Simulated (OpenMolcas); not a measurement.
# HF/6-31G(d) (Cartesian functions) run of CH5FOSi (SMILES CO[SiH2]F)

We compute an optimisation with harmonic vibrations of CH5FOSi. 

The results are computed with OpenMolcas 26.06.

**1. Starting point**

CH5FOSi has 9 atoms, charge 0, and is taken as a singlet. As SMILES, `CO[SiH2]F`. Geometry: relaxed at PBE0-D4/def2-TZVP. This is one conformer, not always the lowest. The run starts from this shape.

Bond lengths: C1–O2 1.412 Å, O2–Si3 1.623 Å, Si3–F4 1.598 Å, C1–H5 1.094 Å, C1–H6 1.091 Å, C1–H7 1.096 Å, Si3–H8 1.474 Å, Si3–H9 1.483 Å. Some angles: C1–O2–Si3 125.2°, O2–Si3–F4 111.1°, O2–C1–H5 110.6°, O2–C1–H6 108.3°, O2–C1–H7 111.7°, O2–Si3–H8 106.8°, O2–Si3–H9 110.6°, F4–Si3–H8 108.2°, F4–Si3–H9 105.9°, H5–C1–H6 108.8°.

**2. An optimisation with harmonic vibrations at HF/6-31G(d) (Cartesian functions)**

File mol.input:

```
* CH5FOSi Hartree-Fock
&gateway
baslib
$CurrDir
coord
9
angstrom
C       -0.280200       1.150700      -0.688400
O       -0.743600      -0.064200      -0.138000
Si       0.168900      -1.127700       0.679900
F        1.202000      -1.865200      -0.290100
H        0.189600       0.979000      -1.660800
H       -1.135900       1.813600      -0.823000
H        0.443400       1.643500      -0.029000
H       -0.748200      -2.141700       1.231900
H        0.992400      -0.434200       1.700300
basis
6-31Gs
group
NoSym
>>> EXPORT MOLCAS_MAXITER=50
>>> Do While
&seward
&scf
prorbitals
0
&slapaf
>>> EndDo
>>> COPY $Project.Opt.xyz $CurrDir/final.xyz
>>> COPY $Project.slapaf.h5 $CurrDir/final.slapaf.h5
&mckinley
&mclr
thermochemistry
1
1.0
298.15
End of PT
```

The basis set 6-31G* is read from a file made from the Basis Set Exchange's data (not shown).

On the command line:

```
$ export MOLCAS_MEM=1860
$ pymolcas mol.input > mol.log
```

Standard output:

```text
--- Start Module: gateway ---
[...]
--- Stop Module: gateway /rc=_RC_ALL_IS_WELL_ ---
[...]
      Basis functions           74
[...]
       Convergence after  11 Iterations
[...]
::    Total SCF energy                               -504.0894834881
[...]
 *              Molecular gradients               *
 **************************************************
  Irreducible representation: a
 ------------------------------------------------------------------------------------------
                              X                       Y                       Z
 ------------------------------------------------------------------------------------------
  C1                2.64564204744133E-04   -3.73448007956867E-03    2.43885775670094E-03
  O2               -4.56908921980492E-03   -5.81503021995466E-03    1.89250647010653E-03
  SI3              -9.85647244867494E-04    4.75357021165035E-03   -2.39524615912146E-03
  F4                2.92411450378260E-03   -2.42132759506752E-03   -1.93272462257355E-03
  H5                3.16269338534547E-03   -4.16449342794500E-04   -6.58605016467018E-03
  H6               -5.46633283322384E-03    4.81510875697566E-03   -1.08908916964423E-03
  H7                4.93229013106022E-03    3.79506632533211E-03    3.79168404566910E-03
  H8               -4.15213741558684E-03   -3.63073551609139E-03    6.72402166062458E-04
[...]
 Geometry is converged in  15 iterations to a Minimum Structure
*****************************************************************************************************************
*****************************************************************************************************************
++ Geometry section
********************************************************************************
  Geometrical information of the final structure
********************************************************************************
  NOTE: on convergence the final predicted structure will be printed here.
  This is not identical to the structure printed in the head of the output.
 *********************************************************
[...]
       Convergence after   4 Iterations
[...]
::    Total SCF energy                               -504.0900373657
[...]
      Total spin, S                                     0.0000000000
[...]
      Total electronic charge=   42.000000
      Total            charge=   -0.000000
[...]
      Dipole Moment (debye):
      Origin of the operator (angstrom)=    0.1441   -0.6454    0.0434
                   X=  5.2953E-02               Y=  1.6428E+00               Z=  4.4928E-01           Total=  1.7040E+00
      Quadrupole Moment (debye*angstrom):
[...]
--- Start Module: mclr ---
[...]
     Frequency:        i2.58     i1.71     i0.01      0.02      0.03      0.98
[...]
     Frequency:        82.33     96.01    218.61    374.13    765.39    816.88
[...]
--- Stop Module: mclr /rc=_RC_ALL_IS_WELL_ ---
[...]
--- Start Module: mclr ---
[...]
        Frequency:         2470.67 cm-1
      ---------------------------------
[...]
        Frequency:         3207.88 cm-1
      ---------------------------------
[...]
        Frequency:         3273.27 cm-1
      ---------------------------------
[...]
        Frequency:         3313.27 cm-1
      ---------------------------------
[...]
--- Stop Module: mclr /rc=_RC_ALL_IS_WELL_ ---
[...]
```

Wall time 2.2 min (1 thread of Intel Xeon Platinum 8259CL at 2.50GHz (Skylake/Cascade Lake), shared host); peak memory 0.43 GiB.

**3. What came out**

Level: HF/6-31G* (Cartesian functions).

```
                                                           quantity             value
                                                       total energy     -504.09004 Eh
                                                      dipole moment            1.70 D
                                                        HOMO energy         -12.53 eV
                                                        LUMO energy           4.49 eV
                                                      HOMO–LUMO gap          17.02 eV
                                         lowest harmonic wavenumber           82 cm⁻¹
                                        highest harmonic wavenumber         3313 cm⁻¹
                                                  zero-point energy      178.2 kJ/mol
ideal-gas entropy at 298.15 K and 1 atm (symmetry number 1 as used)  75.5 cal/(mol K)
```

**Reading.** At the final geometry: Bond lengths: C1–O2 1.405 Å, O2–Si3 1.621 Å, Si3–F4 1.592 Å, C1–H5 1.084 Å, C1–H6 1.081 Å, C1–H7 1.086 Å, Si3–H8 1.462 Å, Si3–H9 1.470 Å. Some angles: C1–O2–Si3 126.9°, O2–Si3–F4 110.4°, O2–C1–H5 110.7°, O2–C1–H6 108.1°, O2–C1–H7 111.2°, O2–Si3–H8 107.8°, O2–Si3–H9 110.7°, F4–Si3–H8 108.6°, F4–Si3–H9 106.5°, H5–C1–H6 109.0°. All 21 modes are real, so the shape is a minimum at this level.
